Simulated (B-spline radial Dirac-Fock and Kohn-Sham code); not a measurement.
# Core-loss edges of In

Wanted: the energy-loss cross sections and edge shapes of In.

Method: first Born approximation with longitudinal and transverse terms; generalised oscillator strengths from the Dirac-Hartree-Slater potential with a Latter tail; transitions to the continuum alone (no white lines); computed with B-spline radial Dirac-Fock and Kohn-Sham code, version 3.

## (1) The system

The In atom in the configuration [Kr] 4d10 5s2 5p1.

* nuclear charge: 49
* electrons: 49
* mass number: 115
* nuclear rms radius: 4.6156 fm

Outer shells as boxes (Hund's rule, for the drawing alone; heavy ions are jj-coupled, and the calculation averages over the configuration):

```
[Kr] core
4d [↑↓][↑↓][↑↓][↑↓][↑↓]
5s [↑↓]
5p [↑ ][  ][  ]
```

## (2) The L1 (2s) edge

Recorded inputs:

```ini
task = eels
Z = 49
charge = 0
configuration = 1s2 2s2 2p6 3s2 3p6 3d10 4s2 4p6 4d10 5s2 5p1
mass_number = 115
rms_radius = 4.6156  # fm
shell = L1
edge = 4238.0  # eV
edge_from = table
energy_above_edge = [1.0, 3.0, 6.0, 10.0, 15.0, 20.0, 30.0, 40.0, 50.0, 65.0, 80.0, 100.0, 125.0, 150.0, 200.0, 250.0, 300.0]  # eV
momentum_transfer = [0.04, 0.0527302695, 0.0695120331, 0.0916347061, 0.120798069, 0.159242868, 0.209922984, 0.276732388, 0.364804336, 0.480905774, 0.633957277, 0.835718452, 1.10169148, 1.45231222, 1.91452037, 2.52382938, 3.32705508, 4.38591278, 5.78175908, 7.62184287, 10.0475457, 13.2452449, 17.4606333, 23.0175975, 30.343103, 40.0]  # 1/bohr
windows = [25, 50, 100, 200, 300]  # eV
```

The program writes no log. Results of the run, from its result record (rounded, main fields):

```text
{
  "status": "converged",
  "partial [kV, mrad, b]": [
    [60, 10, 0.1374, 0.2703, 0.5272, 1.003, 1.431],
    [60, 20, 0.505, 0.9943, 1.942, 3.7, 5.289],
    [60, 50, 2.104, 4.165, 8.174, 15.68, 22.53],
    [80, 5, 0.04836, 0.09497, 0.1851, 0.3519, 0.5023],
    "... 10 more rows left out ..."
  ],
  "shape [b/eV]": [
    [0.006105, 0.005841, 0.005604, 0.00544, 0.005349, 0.00532, 0.005319, 0.005319, 0.005289, 0.005199, 0.005103, 0.004997, 0.004882, 0.004759, 0.004508, 0.004285, 0.004067],
    [0.02235, 0.02141, 0.02057, 0.02, 0.01968, 0.01958, 0.01958, 0.01959, 0.01949, 0.01917, 0.01882, 0.01844, 0.01803, 0.01759, 0.01669, 0.01589, 0.0151],
    [0.09122, 0.08801, 0.08528, 0.08347, 0.08249, 0.08224, 0.08238, 0.08252, 0.08219, 0.08102, 0.07971, 0.07827, 0.07673, 0.07506, 0.07161, 0.06854, 0.0655],
    [0.002167, 0.002067, 0.001976, 0.001913, 0.001878, 0.001867, 0.001866, 0.001866, 0.001855, 0.001824, 0.00179, 0.001753, 0.001713, 0.001669, 0.001581, 0.001503, 0.001427],
    "... 10 more rows left out ..."
  ]
}
```

## (3) The L2 (2p1/2) edge

Recorded inputs:

```ini
task = eels
shell = L2
edge = 3938.0  # eV
edge_from = table
energy_above_edge = [1.0, 3.0, 6.0, 10.0, 15.0, 20.0, 30.0, 40.0, 50.0, 65.0, 80.0, 100.0, 125.0, 150.0, 200.0, 250.0, 300.0]  # eV
momentum_transfer = [0.04, 0.0527302695, 0.0695120331, 0.0916347061, 0.120798069, 0.159242868, 0.209922984, 0.276732388, 0.364804336, 0.480905774, 0.633957277, 0.835718452, 1.10169148, 1.45231222, 1.91452037, 2.52382938, 3.32705508, 4.38591278, 5.78175908, 7.62184287, 10.0475457, 13.2452449, 17.4606333, 23.0175975, 30.343103, 40.0]  # 1/bohr
windows = [25, 50, 100, 200, 300]  # eV
```

The program writes no log. Results of the run, from its result record (rounded, main fields):

```text
{
  "status": "converged",
  "partial [kV, mrad, b]": [
    [60, 10, 0.2923, 0.6277, 1.283, 2.472, 3.518],
    [60, 20, 1.058, 2.274, 4.653, 8.986, 12.81],
    [60, 50, 4.167, 8.979, 18.46, 35.93, 51.61],
    [80, 5, 0.1037, 0.2226, 0.4547, 0.8753, 1.245],
    "... 10 more rows left out ..."
  ],
  "shape [b/eV]": [
    [0.006153, 0.008178, 0.01044, 0.01221, 0.01317, 0.01346, 0.01346, 0.0134, 0.01337, 0.01328, 0.01306, 0.01268, 0.01226, 0.01189, 0.01113, 0.01045, 0.009817],
    [0.02229, 0.0296, 0.03777, 0.0442, 0.04769, 0.04873, 0.04875, 0.04857, 0.04851, 0.04821, 0.04744, 0.04611, 0.04462, 0.04333, 0.04067, 0.03826, 0.03602],
    [0.08828, 0.1168, 0.1487, 0.1739, 0.1877, 0.192, 0.1926, 0.1923, 0.1925, 0.1917, 0.1892, 0.1845, 0.1792, 0.1747, 0.1653, 0.1568, 0.1487],
    [0.002177, 0.002898, 0.003701, 0.004334, 0.004675, 0.004776, 0.004771, 0.004748, 0.004739, 0.004704, 0.004626, 0.00449, 0.004338, 0.004206, 0.003936, 0.003691, 0.003465],
    "... 10 more rows left out ..."
  ]
}
```

## (4) The L3 (2p3/2) edge

Recorded inputs:

```ini
task = eels
shell = L3
edge = 3730.0  # eV
edge_from = table
energy_above_edge = [1.0, 3.0, 6.0, 10.0, 15.0, 20.0, 30.0, 40.0, 50.0, 65.0, 80.0, 100.0, 125.0, 150.0, 200.0, 250.0, 300.0]  # eV
momentum_transfer = [0.04, 0.0527302695, 0.0695120331, 0.0916347061, 0.120798069, 0.159242868, 0.209922984, 0.276732388, 0.364804336, 0.480905774, 0.633957277, 0.835718452, 1.10169148, 1.45231222, 1.91452037, 2.52382938, 3.32705508, 4.38591278, 5.78175908, 7.62184287, 10.0475457, 13.2452449, 17.4606333, 23.0175975, 30.343103, 40.0]  # 1/bohr
windows = [25, 50, 100, 200, 300]  # eV
```

The program writes no log. Results of the run, from its result record (rounded, main fields):

```text
{
  "status": "converged",
  "partial [kV, mrad, b]": [
    [60, 10, 0.7411, 1.588, 3.234, 6.198, 8.784],
    [60, 20, 2.656, 5.696, 11.62, 22.32, 31.71],
    [60, 50, 10.15, 21.83, 44.75, 86.75, 124.2],
    [80, 5, 0.2631, 0.5635, 1.147, 2.196, 3.11],
    "... 10 more rows left out ..."
  ],
  "shape [b/eV]": [
    [0.01578, 0.02084, 0.02648, 0.03095, 0.03337, 0.03408, 0.03402, 0.0338, 0.03369, 0.03339, 0.03279, 0.03177, 0.03063, 0.02964, 0.02764, 0.02583, 0.02417],
    [0.05658, 0.07469, 0.09489, 0.1109, 0.1196, 0.1222, 0.122, 0.1214, 0.121, 0.12, 0.118, 0.1145, 0.1105, 0.1071, 0.1001, 0.09379, 0.08797],
    [0.2175, 0.286, 0.3625, 0.4233, 0.4567, 0.4671, 0.468, 0.4667, 0.4664, 0.4639, 0.4571, 0.4451, 0.4316, 0.42, 0.3961, 0.3744, 0.3541],
    [0.005586, 0.00739, 0.0094, 0.01099, 0.01185, 0.0121, 0.01207, 0.01199, 0.01194, 0.01183, 0.01162, 0.01126, 0.01085, 0.01049, 0.009774, 0.009127, 0.008532],
    "... 10 more rows left out ..."
  ]
}
```

## (5) Tables and plots

For 200 kV and 20 mrad, partial cross sections (b) by window:

```
      edge  energy (eV)  25 eV  50 eV  100 eV  200 eV  300 eV
   L1 (2s)       4238.0   1.21   2.38    4.66    8.94    12.9
L2 (2p1/2)       3938.0   2.42   5.20    10.7    20.8    29.9
L3 (2p3/2)       3730.0   5.81   12.5    25.6    49.6    71.1
```

## (6) What came out

```
         quantity   value
L1, 100 eV window  4.66 b
L2, 100 eV window  10.7 b
L3, 100 eV window  25.6 b
```

At 200 kV and 20 mrad the strongest of these edges is L3. L2 and L3 peak 30 eV and 30 eV above threshold, a delayed edge; the centrifugal barrier holds back final states of high l. White lines and near-edge structure of a solid are absent.
